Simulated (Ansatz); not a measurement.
# Ga₂NH+ (doublet): correlated methods under varied settings

Aim: run Ga₂NH+ (doublet) at one geometry under a spread of methods and options, and see what each costs and gives.

Method: the settings change from run to run; program: Ansatz 0.2.0, Gaussian basis.

15 further runs of the same task are left out: 5 that didn't finish, 10 set aside as unsound or not needed. Runs told in other sessions of the task aren't counted.

### Step 1. What is computed

The geometry is a PBE0/def2-TZVP stationary point (not a proven minimum) of the parent state, kept for this charge and spin. No spin-orbit coupling is included. The filled d shell of Ga may be among the frozen orbitals whatever the setting's name suggests.

4 atoms, charge 1, spin multiplicity 2.

Atoms are counted from 1 here; the program's logs count them from 0.

Bond lengths: Ga1–N2 1.835 Å, N2–Ga3 1.683 Å, Ga3–H4 1.529 Å. Angles: Ga1–N2–Ga3 180.0°, N2–Ga3–H4 180.0°.

### Step 2. CASCI(1,7)/STO-3G

File in.yaml:

```yaml
crystal:
  periodic: [false, false, false]
  atoms:
    - {symbol: Ga, position_ang: [0.000000, 0.000000, -2.600175]}
    - {symbol: N, position_ang: [0.000000, 0.000000, -0.764875]}
    - {symbol: Ga, position_ang: [0.000000, 0.000000, 0.918125]}
    - {symbol: H, position_ang: [0.000000, 0.000000, 2.446925]}
basis:
  gaussian: {orbitals: STO-3G}
total_charge: 1
magnetization: {spin_polarized: false, initial_magnetization: 1}
correlation: {active_space: {window: {electrons: 1, orbitals: 7}, fixed_orbitals: true}}
scf: {lower_state_search: full}
```

The run is started by

```console
$ ansatz run in.yaml --threads 1 --pin off --events-out ev --progress --plain --max-ram 2393MiB
```

The log of the run:

```text
Functional definition: HF
  name "HF"
  cite "Fock, Z. Phys. 61, 126 (1930) doi:10.1007/BF01340294"
  parent pbe
  exchange = exact_x
  correlation = 0
435 factors; integrals over basis functions are off by at most 4.8e-5 eV
mean field evaluation 1: about -104914.6407 eV, gradient 5.8e1 eV
mean field evaluation 2: about -104914.6759 eV, gradient 5.8e1 eV
mean field evaluation 4: about -104927.9793 eV, gradient 1.6e1 eV
mean field evaluation 8: about -104927.9795 eV, gradient 1.6e1 eV
mean field evaluation 16: about -104929.0735 eV, gradient 5.0e-1 eV
mean field evaluation 32: about -104929.0288 eV, gradient 6.2e-1 eV
mean field evaluation 64: about -104925.6803 eV, gradient 2.3e1 eV
mean field evaluation 96: about -104924.3167 eV, gradient 1.0e1 eV
mean field evaluation 128: about -104923.7181 eV, gradient 5.7e0 eV
mean field evaluation 160: about -104870.5374 eV, gradient 6.2e1 eV
mean field evaluation 192: about -104924.4167 eV, gradient 8.7e0 eV
mean field evaluation 224: about -103981.5089 eV, gradient 4.3e2 eV
mean field -104929.12115205 eV, -3856.0740788250 hartree, gradient 8.9e-6 eV, S^2 0.750000; 16 other end points of the search recorded, 0 dependent functions left out
reference -104929.12115205 eV, -3856.0740788250 hartree; 35, 34 occupied and 7, 8 virtual orbitals, 435 factors
state -104929.12115205 eV, -3856.0740788250 hartree
Total energy: -104929.12115205 eV, -3856.0740788250 hartree
```

Run time: 5 s. Hardware: 1 thread of Arm Neoverse V1, shared host.

From the report: 3 determinants; active occupations 1.00, 0.00, 0.00, 0.00, 0.00, 0.00, 0.00. With so small a space the active step adds no correlation: the energy is the mean field's.

### Step 3. CISD/cc-pVDZ

Changes to in.yaml since step 2:

```diff
@@ -8,6 +8,6 @@
 basis:
-  gaussian: {orbitals: STO-3G}
+  gaussian: {orbitals: cc-pVDZ}
 total_charge: 1
 magnetization: {spin_polarized: false, initial_magnetization: 1}
-correlation: {active_space: {window: {electrons: 1, orbitals: 7}, fixed_orbitals: true}}
-scf: {lower_state_search: full}
+correlation: {active_space: {ras: {orbitals: [5, 1, 38], electrons: 11, max_holes: 2, max_particles: 2}, fixed_orbitals: true}}
+scf: {lower_state_search: off}
```

The command is unchanged.

The log of the run:

```text
Functional definition: HF
  name "HF"
  cite "Fock, Z. Phys. 61, 126 (1930) doi:10.1007/BF01340294"
  parent pbe
  exchange = exact_x
  correlation = 0
these checks for a lower state are left out or cut short: stability, starts, cluster_reference, orbital_swaps, neighbouring_geometries, increment
828 factors; integrals over basis functions are off by at most 1.0e-3 eV
mean field evaluation 1: about -106141.4299 eV, gradient 7.5e1 eV
mean field evaluation 2: about -106141.4445 eV, gradient 7.5e1 eV
mean field evaluation 4: about -106155.3270 eV, gradient 1.7e1 eV
mean field evaluation 8: about -106156.3489 eV, gradient 2.6e-1 eV
mean field -106156.34985174 eV, -3901.1739016931 hartree, gradient 2.7e-6 eV, S^2 0.750000; 0 other end points of the search recorded, 0 dependent functions left out
reference -106156.34985174 eV, -3901.1739016931 hartree; 35, 34 occupied and 38, 39 virtual orbitals, 828 factors
state -106162.84874846 eV, -3901.4127317425 hartree
Total energy: -106162.84874846 eV, -3901.4127317425 hartree
Checks for a lower state left out: stability, starts, cluster_reference, orbital_swaps, neighbouring_geometries, increment
```

Run time: 3.9 s. Hardware: 1 thread of Arm Neoverse V1, shared host.

From the report: 25,877 determinants.

### Step 4. BCCD on ROHF/cc-pVDZ

Changes to in.yaml since step 3:

```diff
@@ -11,3 +11,2 @@
 magnetization: {spin_polarized: false, initial_magnetization: 1}
-correlation: {active_space: {ras: {orbitals: [5, 1, 38], electrons: 11, max_holes: 2, max_particles: 2}, fixed_orbitals: true}}
-scf: {lower_state_search: off}
+correlation: {method: bccd, electrons: outside_noble_gas}
```

The command is unchanged.

The log of the run, cut to the lines that bear on the results:

```text
Functional definition: HF
  name "HF"
  cite "Fock, Z. Phys. 61, 126 (1930) doi:10.1007/BF01340294"
  parent pbe
[...]
828 factors; integrals over basis functions are off by at most 1.0e-3 eV
[...]
mean field -106156.42777697 eV, -3901.1767653925 hartree, gradient 2.0e-6 eV, S^2 0.750000; 8 other end points of the search recorded, 0 dependent functions left out
[...]
determinant -106156.42777697 eV, -3901.1767653925 hartree, with singles and doubles -106163.12474398 eV, -3901.4228743907 hartree
determinant -106156.34985174 eV, -3901.1739016931 hartree, with singles and doubles -106163.57471086 eV, -3901.4394103688 hartree
determinant -106150.85473895 eV, -3900.9719600228 hartree, with singles and doubles -106158.45098463 eV, -3901.2511169025 hartree
determinant -106156.42777697 eV, -3901.1767653925 hartree, with singles and doubles -106163.12575753 eV, -3901.4229116379 hartree
determinant -106156.34985174 eV, -3901.1739016931 hartree, with singles and doubles -106163.57520667 eV, -3901.4394285894 hartree
29 core orbitals not correlated: weight in the atoms' cores, before any rotation towards them, 0.969 or more for the frozen orbitals, at most 0.041 for the correlated occupied ones
reference -106156.34985174 eV, -3901.1739016931 hartree; 6, 5 occupied and 38, 39 virtual orbitals, 828 factors
second order -6.97613575 eV of doubles, -0.02865525 eV of singles
cycle   1  -7.16495448 eV  change    6.0e-2 eV  update   2.6e-2
[...]
cycle  10  -7.18717275 eV  change   -2.1e-6 eV  update   9.4e-6
Total energy: -106163.53702449 eV, -3901.4380254202 hartree
```

Wall time 40 s (1 thread of Arm Neoverse V1, shared host).

From the report: correlation -7.1872 eV; largest double amplitude 0.05.

### Step 5. CCSD(T)/cc-pVDZ

Changes to in.yaml since step 4:

```diff
@@ -10,3 +10,5 @@
 total_charge: 1
-magnetization: {spin_polarized: false, initial_magnetization: 1}
-correlation: {method: bccd, electrons: outside_noble_gas}
+magnetization: {spin_polarized: true, initial_magnetization: 1}
+hamiltonian: {xc: {name: PBE}}
+correlation: {method: ccsd_t, electrons: outside_noble_gas}
+accuracy: high
```

Launched as before.

The log of the run, cut to the lines that bear on the results:

```text
Functional definition: PBE
  name "PBE"
  cite "Perdew, Burke & Ernzerhof, Phys. Rev. Lett. 77, 3865 (1996) doi:10.1103/PhysRevLett.77.3865"
  parent pbe
[...]
1497 factors; integrals over basis functions are off by at most 4.4e-9 eV
[...]
mean field -106234.10402951 eV, -3904.0313150226 hartree, gradient 1.9e-8 eV, S^2 0.753588; 5 other end points of the search recorded, 0 dependent functions left out
29 core orbitals not correlated: weight in the atoms' cores, before any rotation towards them, 0.964 or more for the frozen orbitals, at most 0.043 for the correlated occupied ones
reference -106154.85439057 eV, -3901.1189445089 hartree; 6, 5 occupied and 38, 39 virtual orbitals, 1497 factors
second order -7.75643367 eV of doubles, -0.67175683 eV of singles
cycle   1  -7.37685293 eV  change     1.0e0 eV  update   1.6e-1
[...]
cycle  24  -8.00507111 eV  change  -4.8e-10 eV  update   1.1e-9
perturbative correction -0.42508351 eV, -0.0156215309 hartree
Total energy: -106163.28454519 eV, -3901.4287469770 hartree
```

It took 36 s on 1 thread of Arm Neoverse V1, shared host; peak memory 0.3 GiB.

From the report: ⟨S²⟩ of the determinant 0.754 (pure doublet: 0.75); correlation -8.4302 eV; T1 0.039; largest double amplitude 0.05. The orbitals are Kohn-Sham ones, so correlation energy and T1 don't compare with those on Hartree-Fock orbitals.

### Step 6. CCSD(T) on ROHF/cc-pVDZ

Changes to in.yaml since step 5:

```diff
@@ -10,5 +10,4 @@
 total_charge: 1
-magnetization: {spin_polarized: true, initial_magnetization: 1}
-hamiltonian: {xc: {name: PBE}}
-correlation: {method: ccsd_t, electrons: outside_noble_gas}
+magnetization: {spin_polarized: false, initial_magnetization: 1}
+correlation: {method: ccsd_t, electrons: outside_noble_gas, diis_vectors: 4}
 accuracy: high
```

The command is unchanged.

The log of the run, cut to the lines that bear on the results:

```text
Functional definition: HF
  name "HF"
  cite "Fock, Z. Phys. 61, 126 (1930) doi:10.1007/BF01340294"
  parent pbe
[...]
1497 factors; integrals over basis functions are off by at most 4.4e-9 eV
[...]
mean field -106156.42812807 eV, -3901.1767782950 hartree, gradient 1.9e-8 eV, S^2 0.750000; 8 other end points of the search recorded, 0 dependent functions left out
[...]
determinant -106156.42812807 eV, -3901.1767782950 hartree, with singles and doubles -106163.12510757 eV, -3901.4228877523 hartree
determinant -106156.35020428 eV, -3901.1739146486 hartree, with singles and doubles -106163.57506946 eV, -3901.4394235468 hartree
determinant -106150.85509115 eV, -3900.9719729660 hartree, with singles and doubles -106158.45134262 eV, -3901.2511300585 hartree
determinant -106156.42812807 eV, -3901.1767782950 hartree, with singles and doubles -106163.12612124 eV, -3901.4229250043 hartree
determinant -106156.35020428 eV, -3901.1739146486 hartree, with singles and doubles -106163.57556530 eV, -3901.4394417686 hartree
[...]
29 core orbitals not correlated: weight in the atoms' cores, before any rotation towards them, 0.969 or more for the frozen orbitals, at most 0.041 for the correlated occupied ones
reference -106156.35020428 eV, -3901.1739146486 hartree; 6, 5 occupied and 38, 39 virtual orbitals, 1497 factors
second order -6.97614928 eV of doubles, -0.02865531 eV of singles
cycle   1  -7.22535936 eV  change    1.7e-6 eV  update   1.7e-6
[...]
cycle  13  -7.22535746 eV  change   8.7e-10 eV  update  6.5e-10
perturbative correction -0.35469690 eV, -0.0130348706 hartree
Total energy: -106163.93025863 eV, -3901.4524765083 hartree
```

Run time: 51 s. Hardware: 1 thread of Arm Neoverse V1, shared host; peak memory 0.29 GiB.

From the report: correlation -7.5801 eV; T1 0.032; largest double amplitude 0.05.

### Step 7. BCCD on UHF/cc-pVDZ

Changes to in.yaml since step 6:

```diff
@@ -10,4 +10,3 @@
 total_charge: 1
-magnetization: {spin_polarized: false, initial_magnetization: 1}
-correlation: {method: ccsd_t, electrons: outside_noble_gas, diis_vectors: 4}
-accuracy: high
+magnetization: {spin_polarized: true, initial_magnetization: 1}
+correlation: {method: bccd, electrons: outside_noble_gas, diis_vectors: 12}
```

Launched as before.

The log of the run, cut to the lines that bear on the results:

```text
Functional definition: HF
  name "HF"
  cite "Fock, Z. Phys. 61, 126 (1930) doi:10.1007/BF01340294"
  parent pbe
[...]
828 factors; integrals over basis functions are off by at most 1.0e-3 eV
[...]
mean field -106156.52650251 eV, -3901.1803934892 hartree, gradient 1.8e-6 eV, S^2 0.761851; 19 other end points of the search recorded, 0 dependent functions left out
determinant -106156.52650251 eV, -3901.1803934892 hartree, with singles and doubles -106163.12690532 eV, -3901.4229538186 hartree
determinant -106156.42635690 eV, -3901.1767132058 hartree, with singles and doubles -106163.58986022 eV, -3901.4399670972 hartree
determinant -106153.78098228 eV, -3901.0794974818 hartree, with singles and doubles -106159.66885626 eV, -3901.2958728596 hartree
determinant -106152.63730842 eV, -3901.0374682427 hartree, with singles and doubles -106158.90046057 eV, -3901.2676348387 hartree
[...]
determinant -106151.48997518 eV, -3900.9953045237 hartree, with singles and doubles -106157.25904153 eV, -3901.2073138017 hartree
determinant -106150.92768739 eV, -3900.9746408286 hartree, with singles and doubles -106157.00752594 eV, -3901.1980707742 hartree
determinant -106156.52650251 eV, -3901.1803934892 hartree, with singles and doubles -106163.12815454 eV, -3901.4229997265 hartree
determinant -106156.42635690 eV, -3901.1767132058 hartree, with singles and doubles -106163.58976788 eV, -3901.4399637040 hartree
29 core orbitals not correlated: weight in the atoms' cores, before any rotation towards them, 0.970 or more for the frozen orbitals, at most 0.044 for the correlated occupied ones
reference -106156.42635690 eV, -3901.1767132058 hartree; 6, 5 occupied and 38, 39 virtual orbitals, 828 factors
second order -6.92815802 eV of doubles, -0.00000000 eV of singles
cycle   1  -7.10147276 eV  change    6.2e-2 eV  update   2.2e-2
[...]
cycle  10  -7.12058622 eV  change    1.3e-7 eV  update   7.5e-6
Total energy: -106163.54694312 eV, -3901.4383899229 hartree
```

Wall time 53 s (1 thread of Arm Neoverse V1, shared host).

From the report: ⟨S²⟩ of the determinant 0.764 (pure doublet: 0.75); correlation -7.1206 eV; largest double amplitude 0.05.

### Step 8. The runs in one table

Where basis and cores are those of an earlier RCCSDT(Q)/cc-pVDZ run (-106163.9877 eV), and the records show the same count of frozen orbitals and kind of state, the miss against it is given; a blank cell means that this couldn't be shown.

| level | correlated | functions | energy (eV) | from RCCSDT(Q) (meV) | time |
| --- | --- | --- | --- | --- | --- |
| CASCI(1,7)/STO-3G |  | 42 | -104929.1212 |  | 5 s |
| CISD/cc-pVDZ | outside noble gas | 73 | -106162.8487 | 1138.9 | 3.9 s |
| BCCD on ROHF/cc-pVDZ | outside noble gas | 73 | -106163.5370 | 450.7 | 40 s |
| CCSD(T)/cc-pVDZ (on PBE orbitals) | outside noble gas | 73 | -106163.2845 | 703.1 | 36 s |
| CCSD(T) on ROHF/cc-pVDZ | outside noble gas | 73 | -106163.9303 | 57.4 | 51 s |
| BCCD on UHF/cc-pVDZ | outside noble gas | 73 | -106163.5469 | 440.7 | 53 s |

### Step 9. Summary of results

| quantity | value |
| --- | --- |
| runs | 6 |
| quickest | CISD/cc-pVDZ, 3.9 s |
| slowest | BCCD on UHF/cc-pVDZ, 53 s |

**Reading.** Total energies in different bases, with other cores or another treatment of relativity can't be set against each other. «valence» and «outside noble gas» are the program's key words; the logs give how many orbitals each freezes, and for Ga to Kr the 3d shell needn't follow the word's plain sense. BCCD on UHF/cc-pVDZ took 14 times as long as CISD/cc-pVDZ; the jobs differ in more than the method. Among the correlated runs with a miss given, it spans +57 to +1139 meV. Cores frozen from Kohn-Sham orbitals shift the total energy.
